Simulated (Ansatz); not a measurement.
# B3LYP/6-31G(d) (spherical functions) run of BSiH4OF (SMILES FBO[SiH3])

What is the vertical ionisation energy of BSiH4OF at B3LYP/6-31G* (spherical functions)? 

The results are computed with Ansatz 0.2.0.

67 further runs of the same task are left out: 67 set aside as unsound or not needed.

### 1 The system as given

BSiH4OF has 8 atoms, charge 0, and is taken as a singlet. As SMILES, `FBO[SiH3]`. The coordinates come from a PBE0-D4/def2-TZVP relaxation. This is one conformer, not always the lowest.

Bond lengths: F1–B2 1.324 Å, B2–O3 1.342 Å, O3–Si4 1.655 Å, B2–H5 1.198 Å, Si4–H6 1.481 Å, Si4–H7 1.485 Å, Si4–H8 1.481 Å. Angles: F1–B2–O3 118.3°, B2–O3–Si4 134.0°, F1–B2–H5 118.6°, O3–B2–H5 123.1°, O3–Si4–H6 108.0°, O3–Si4–H7 110.1°, O3–Si4–H8 108.0°, H6–Si4–H7 110.3°, H6–Si4–H8 110.2°, H7–Si4–H8 110.3°.

### 2 The energy at B3LYP/6-31G(d) (spherical functions)

The input, molecule.yaml:

```yaml
crystal:
  periodic: [false, false, false]
  atoms:
    - {symbol: F, position_ang: [-1.599400, -1.699200, 1.426100]}
    - {symbol: B, position_ang: [-0.685400, -0.787600, 1.133000]}
    - {symbol: O, position_ang: [-0.487500, -0.477100, -0.157600]}
    - {symbol: Si, position_ang: [0.521000, 0.572800, -0.945400]}
    - {symbol: H, position_ang: [-0.075300, -0.278500, 2.029800]}
    - {symbol: H, position_ang: [-0.317100, 1.531000, -1.702400]}
    - {symbol: H, position_ang: [1.370700, 1.295700, 0.034600]}
    - {symbol: H, position_ang: [1.365000, -0.214300, -1.873700]}
basis:
  gaussian:
    orbitals: 6-31G_st_-spherical.json
hamiltonian:
  xc: {name: B3LYP}
accuracy: high
output: {orbitals: {seedname: orbitals}}
```

The basis set 6-31G* is read from a file made from the Basis Set Exchange's data (not shown).

Started as:

```
$ ansatz run molecule.yaml --threads 1 --pin off --max-ram 3480MiB --events-out events.jsonl --progress --plain --runs-dir runs
```

The log of the run:

```text
Warning: RAYON_NUM_THREADS=1 ignored (pool sized by the plan → 1); use --threads N
Functional definition: B3LYP
  name "B3LYP"
  parameter a0 = 0.2
  parameter ax = 0.72
  parameter ac = 0.81
  exchange = (1 - a0 - ax)*slater_x + ax*b88_x + a0*exact_x
  correlation = (1 - ac)*vwn_rpa_c + ac*lyp_c
1539 factors; integrals over basis functions are off by at most 3.7e-9 eV
mean field evaluation 1: about -13382.2559 eV, gradient 5.0e1 eV
mean field evaluation 2: about -13373.7953 eV, gradient 8.5e1 eV
mean field evaluation 4: about -13386.3969 eV, gradient 4.6e0 eV
mean field evaluation 8: about -13386.5904 eV, gradient 2.2e-1 eV
mean field evaluation 16: about -13386.5906 eV, gradient 3.5e-6 eV
mean field -13386.59059609 eV, -491.9481306494 hartree, gradient 1.8e-8 eV, S^2 0.000000; 0 other end points of the search recorded, 0 dependent functions left out
reference -13386.59063448 eV, -491.9481320601 hartree; 20, 20 occupied and 48, 48 virtual orbitals, 1539 factors
Total energy: -13386.59063448 eV, -491.9481320601 hartree
```

Run time: 5.4 s. Hardware: 1 thread of Arm Neoverse V1, shared host; peak memory 0.2 GiB.

### 3 The doublet cation

molecule.yaml, as its differences from that of step 2:

```diff
@@ -12,6 +12,6 @@
 basis:
-  gaussian:
-    orbitals: 6-31G_st_-spherical.json
-hamiltonian:
-  xc: {name: B3LYP}
+  gaussian: {orbitals: 6-31G_st_-spherical.json}
+total_charge: 1
+magnetization: {spin_polarized: true, initial_magnetization: 1}
+hamiltonian: {xc: {name: B3LYP}}
 accuracy: high
```

The basis set 6-31G* is read from a file made from the Basis Set Exchange's data (not shown).

Started as:

```
$ ansatz run molecule.yaml --threads 1 --pin off --max-ram 3480MiB --events-out events.jsonl --progress --plain --runs-dir runs
```

The log of the run, cut to the lines that bear on the results:

```text
Warning: RAYON_NUM_THREADS=1 ignored (pool sized by the plan → 1); use --threads N
[... 7 set-up lines as earlier in the session ...]
1537 factors; integrals over basis functions are off by at most 3.7e-9 eV
mean field evaluation 1: about -13360.9026 eV, gradient 6.1e1 eV
mean field evaluation 2: about -13285.7779 eV, gradient 1.5e2 eV
mean field evaluation 4: about -13367.6426 eV, gradient 3.7e1 eV
mean field evaluation 8: about -13374.7348 eV, gradient 1.1e0 eV
mean field evaluation 16: about -13375.0283 eV, gradient 9.2e-1 eV
mean field evaluation 32: about -13375.0833 eV, gradient 1.2e-3 eV
mean field evaluation 64: about -13375.0753 eV, gradient 1.5e-1 eV
mean field -13375.08328503 eV, -491.5252447679 hartree, gradient 4.7e-8 eV, S^2 0.756431; 3 other end points of the search recorded, 0 dependent functions left out
reference -13375.08332214 eV, -491.5252461317 hartree; 20, 19 occupied and 48, 49 virtual orbitals, 1537 factors
Total energy: -13375.08332214 eV, -491.5252461317 hartree
```

Wall time 29 s (1 thread of Arm Neoverse V1, shared host); peak memory 0.3 GiB.

### 4 Summary of results

Level: B3LYP/6-31G* (spherical functions).

| quantity | value |
| --- | --- |
| singlet BSiH4OF: total energy | -491.94813 Eh |
| singlet BSiH4OF: HOMO energy | -8.97 eV |
| singlet BSiH4OF: LUMO energy | 0.21 eV |
| singlet BSiH4OF: HOMO–LUMO gap | 9.18 eV |
| doublet cation: total energy | -491.52525 Eh |
| doublet cation: HOMO energy (highest over α and β) | -15.28 eV |
| doublet cation: LUMO energy (lowest over α and β) | -14.02 eV |
| doublet cation: ⟨S²⟩ | 0.756 |
| vertical ionisation energy (to the doublet cation) | 11.507 eV |

In words: Removing an electron at fixed nuclei costs 11.51 eV (265 kcal/mol). The negative HOMO energy of the first species, 8.97 eV, lies 2.53 eV below that difference.
